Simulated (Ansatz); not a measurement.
## NbTe in Ansatz: the effect of functional

The system is NbTe.

```
Te Nb
1.0
     3.62738    0.00000    0.00000
    -1.81369    3.14141    0.00000
     0.00000    0.00000    3.61880
Te Nb
1 1
Cartesian
  1.8137 1.0471 0.0000
  0.0000 0.0000 1.8094
```

The cell comes from a database or a generator and needn't be the stable form of this composition.

The cell isn't the ideal one: volume scaled by 0.94.

Alike in all runs:

* Program: Ansatz 0.2.0
* Task: single point
* Potentials or basis: Ansatz PAW
* k mesh: 8 × 8 × 7
* Occupations: fermi-dirac, width 0.05 eV
* Spin: no spin polarisation

```csv
functional,cutoff,pressure (GPa)
LDA,420 eV (not typed: the program's choice for these potentials),0.2
PBEsol,420 eV (not typed: the program's choice for these potentials),2.7
r2SCAN,500 eV (not typed: the program's choice for these potentials),?
```

Problem. What does the run with functional r2SCAN give?

Solution. Pressure 7.2 GPa.

Caveats: the PAW data sets come from PBE, with cores solved anew for the run's functional, which leaves a small shift of forces and pressure.
